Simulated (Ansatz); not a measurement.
# H2OSSe (SMILES O[Se]S): one structure at several levels

The task here is to estimate one member of a computed series from the others.

Computed with Ansatz 0.2.0, Gaussian basis. Level: single points in def2-TZVPP.

Cores are frozen in the correlated methods. Filled d shells of the heavier atoms are correlated. B3LYP uses VWN-RPA correlation.

## Starting geometry

SMILES `O[Se]S`, 5 atoms, charge 0, spin multiplicity 1.

Atoms are counted from 1 here; the program's logs count them from 0.

Bond lengths: O1–Se2 1.832 Å, O1–H4 0.987 Å, Se2–S3 2.127 Å, S3–H5 1.381 Å. Angles: Se2–O1–H4 110.5°, O1–Se2–S3 98.9°, Se2–S3–H5 101.2°.

Coordinates:

```
atom    x (Å)    y (Å)    z (Å)
  O1  -0.7615  -1.3423   0.1111
 Se2  -0.0445  -0.2371  -1.1619
  S3   1.4992   0.6499   0.0020
  H4  -1.5331  -0.9097   0.5497
  H5   0.8588   1.7750   0.4836
```

The first run:

Contents of run/in.yaml:

```yaml
crystal:
  periodic: [false, false, false]
  atoms:
    - {symbol: O, position_ang: [-0.761500, -1.342300, 0.111100]}
    - {symbol: Se, position_ang: [-0.044500, -0.237100, -1.161900]}
    - {symbol: S, position_ang: [1.499200, 0.649900, 0.002000]}
    - {symbol: H, position_ang: [-1.533100, -0.909700, 0.549700]}
    - {symbol: H, position_ang: [0.858800, 1.775000, 0.483600]}
basis:
  gaussian: {orbitals: def2-TZVPP}
correlation: {method: ccsd_t}
output: {forces: true}
```

The command line of these runs was not kept.

Steps of the session up to this table: CCSD(T)/def2-TZVPP; PBE0-D4/def2-TZVPP; wB97M-V/def2-TZVPP; r2SCAN-D4/def2-TZVPP; PBE-D4/def2-TZVPP; SPW92/def2-TZVPP; B3LYP-D4/def2-TZVPP.

One table of the session follows, with a row left open; its other results are not shown here.

```
   method  RMS force component (eV/Å)  angle to CCSD(T) forces (°)  dipole (D)
  CCSD(T)                       0.627                    reference        2.24
  PBE0-D4                       0.600                         12.8        2.27
  wB97M-V                       0.622                          9.6        2.26
r2SCAN-D4                       0.531                          7.9        2.24
   PBE-D4                           ?                            ?           ?
    SPW92                       0.366                         24.3        2.29
 B3LYP-D4                       0.599                         11.0        2.24
```

Q: Estimate the row for PBE-D4 from the others.

As computed: RMS force component (eV/Å): 0.447; angle to CCSD(T) forces (°): 25.3; dipole (D): 2.17. In the column «RMS force component (eV/Å)» it lies between SPW92 (0.366) and r2SCAN-D4 (0.531).
